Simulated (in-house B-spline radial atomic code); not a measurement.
# Ta³⁺: ionisation energy by several methods

One table from this session's results is given with a row withheld; the runs are named, their logs left out.

Method: scalar-relativistic (X2C), several functionals, spin-polarised; spherical all-electron atom at the radial basis limit. Code: in-house B-spline radial atomic code version 1.

**What is computed**

```
element       : tantalum (Z = 73)
charge        : +3
electrons     : 70
configuration : [Xe] 4f14 5d2
nucleus       : Fermi, rms radius 5.351 fm
```

Outer shells as boxes (Hund's rule):

[Xe] 4f14 5d2
```
[Xe] core
4f [↑↓][↑↓][↑↓][↑↓][↑↓][↑↓][↑↓]
5d [↑ ][↑ ][  ][  ][  ]
```

Where spins are not typed, each open shell is filled with up spins first.

Set-up of the first run:

Settings of the run:

```ini
Z = 73
electrons = 70.0
configuration = [Xe] 4f14 5d2
hamiltonian = x2c
method = r2scan
spin_polarised = True
nucleus = fermi
rms_radius = 5.3507
mass_number = 181
atomic_mass = 180.947998528
speed_of_light = 137.035999084
```

Steps of the session up to this table: r2SCAN, a meta-GGA; RPBE, a GGA; LDA (VWN5); OLYP, a GGA; PBEsol, a GGA; BP86, a GGA.

One table of the session follows, with a row left open; its other results are not shown here.

| method | ΔSCF (eV) |
| --- | --- |
| LDA (VWN5) | 35.858 |
| RPBE | ? |
| OLYP | 35.567 |
| PBEsol | 35.622 |
| BP86 | 35.672 |
| r2SCAN | 35.459 |

Estimate the missing values for RPBE.

The run gave: ΔSCF (eV): 35.510. In the column «ΔSCF (eV)» it lies between r2SCAN (35.459) and OLYP (35.567).
